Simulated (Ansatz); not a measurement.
# GeAsH₃+ (quartet): wave-function methods side by side, cc-pVTZ

One table from this session's results is given with a row withheld; the runs are named, their logs left out.

The runs use Ansatz 0.2.0, Gaussian basis; cc-pVTZ, core rule «outside noble gas», up to 28 orbitals frozen.

Plan: UHF; CCSD(T) on ROHF; CCSD(T) on UHF; BCCD(T) on ROHF; CCSDT(Q) on ROHF; CCSDT(Q) on UHF; CASSCF and NEVPT2, 11 electrons in 11 orbitals.

6 further runs of the same task are left out: 6 set aside as unsound or not needed. Runs told in other sessions of the task aren't counted.

### The system

The geometry is a PBE0/def2-TZVP stationary point (not a proven minimum) of the parent state, kept for this charge and spin. No spin-orbit coupling is included. The filled d shell of Ge, As may be among the frozen orbitals whatever the setting's name suggests.

5 atoms, charge 1, spin multiplicity 4.

Atoms are counted from 1 here; the program's logs count them from 0.

Bond lengths: Ge1–As2 2.423 Å, Ge1–H3 1.552 Å, Ge1–H4 1.552 Å, As2–H5 1.526 Å. Angles: As2–Ge1–H3 109.8°, As2–Ge1–H4 109.8°, H3–Ge1–H4 106.6°, Ge1–As2–H5 93.8°.

Set-up of the first run:

in.yaml

```yaml
crystal:
  periodic: [false, false, false]
  atoms:
    - {symbol: Ge, position_ang: [0.000000, -0.056595, 1.214134]}
    - {symbol: As, position_ang: [0.000000, 0.056163, -1.206338]}
    - {symbol: H, position_ang: [-1.244560, 0.682142, 1.773873]}
    - {symbol: H, position_ang: [1.244554, 0.682153, 1.773873]}
    - {symbol: H, position_ang: [0.000006, -1.460284, -1.378912]}
basis:
  gaussian: {orbitals: cc-pVTZ}
total_charge: 1
magnetization: {spin_polarized: true, initial_magnetization: 3}
hamiltonian: {xc: hf}
output: {orbitals: {seedname: orbitals}}
```

Run with:

```
> ansatz run in.yaml --threads 1 --pin off --events-out ev --progress --plain --max-ram 4096MiB --backend cpu
```

Among the steps run: UHF; CCSD(T) on ROHF; CCSD(T) on UHF; BCCD(T) on ROHF; CCSDT(Q) on ROHF; CCSDT(Q) on UHF; CASSCF and NEVPT2, 11 electrons in 11 orbitals.

One table of the session follows, with a row left open; its other results are not shown here.

It belongs to the step «Misses and costs». 

| method | from UCCSDT(Q) (meV) |
| --- | --- |
| ROHF | +6461.9 |
| UHF | +6287.9 |
| RMP2 | +1313.3 |
| UMP2 | +1302.4 |
| RCCSD | +283.7 |
| UCCSD | +261.0 |
| RCCSD(T) | +66.8 |
| UCCSD(T) | +49.6 |
| BCCD(T) | +65.5 |
| RCCSDT | +26.3 |
| UCCSDT | +8.3 |
| RCCSDT(Q) | +18.0 |
| UCCSDT(Q) | 0 |
| CASSCF valence | ? |
| NEVPT2 valence | +1178.3 |

Q: Estimate the row for CASSCF valence from the others.

As computed: from UCCSDT(Q) (meV): +4612.2. In the column «from UCCSDT(Q) (meV)» it lies between RMP2 (+1313.3) and UHF (+6287.9).

To keep in mind: Restricted and unrestricted rows rest on different reference determinants; a gap between their highest levels can come from leftover correlation error, from unlike frozen cores or from another state.
